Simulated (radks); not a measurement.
# Ionisation energy and size from Zr to Cd

One table from this session's results is given with a row withheld; the runs are named, their logs left out.

Method: Dirac Kohn-Sham, PBEsol, spin-unpolarised, spherical densities, point nucleus; open shells fill j = l - 1/2 first. Code: radks (a radial shooting solver on a logarithmic mesh, Libxc functionals) version 1.

**The system**

| Item | Value |
| --- | --- |
| species | Zr, Nb, Mo, Tc, Ru, Rh, Pd, Ag, Cd |
| runs | 18, each species and its next ion |

Set-up of the first run:

Input:

```text
Z 40
configuration [Kr] 4d2 5s2
relativity Dirac
functional pbe_sol,pbe_sol
spin unpolarised
j_filling energy
nucleus point
c 137.035999084
```

Among the steps run: Zr, [Kr] 4d2 5s2; Zr⁺, [Kr] 4d2 5s1; Nb, [Kr] 4d4 5s1; Nb⁺, [Kr] 4d4; Mo, [Kr] 4d5 5s1; Mo⁺, [Kr] 4d5; Tc, [Kr] 4d5 5s2; Tc⁺, [Kr] 4d5 5s1; Ru, [Kr] 4d7 5s1; Ru⁺, [Kr] 4d7; Rh, [Kr] 4d8 5s1; Rh⁺, [Kr] 4d8; Pd, [Kr] 4d10; Pd⁺, [Kr] 4d9; Ag, [Kr] 4d10 5s1; Ag⁺, [Kr] 4d10; Cd, [Kr] 4d10 5s2; Cd⁺, [Kr] 4d10 5s1.

One table of the session follows, with a row left open; its other results are not shown here.

| species | Δ-SCF (eV) | −ε(HOMO) (eV) | its <r> (bohr) |
| --- | --- | --- | --- |
| Zr | 7.156 | 3.654 | 3.71 |
| Nb | 6.623 | 3.076 | 3.71 |
| Mo | 6.882 | 3.625 | 3.57 |
| Tc | 8.177 | 5.065 | 3.29 |
| Ru | 7.288 | 4.259 | 3.36 |
| Rh | ? | ? | ? |
| Pd | 8.933 | 3.884 | 1.60 |
| Ag | 7.748 | 4.422 | 3.13 |
| Cd | 9.311 | 5.700 | 2.88 |

Q: Estimate the row for Rh from the others.

The run gave: Δ-SCF (eV): 7.455; −ε(HOMO) (eV): 4.320; its <r> (bohr): 3.28. In the column «Δ-SCF (eV)» it lies between Ru (7.288) and Ag (7.748).

Caveats from the session: For Zr, Nb, Mo the highest level isn't the widest one, so −ε(HOMO) and <r> belong to different orbitals, and Δ-SCF follows the ion's typed configuration. Spin polarisation and multiplet splitting are left out, so open shells lie too high by an amount that depends on their filling.
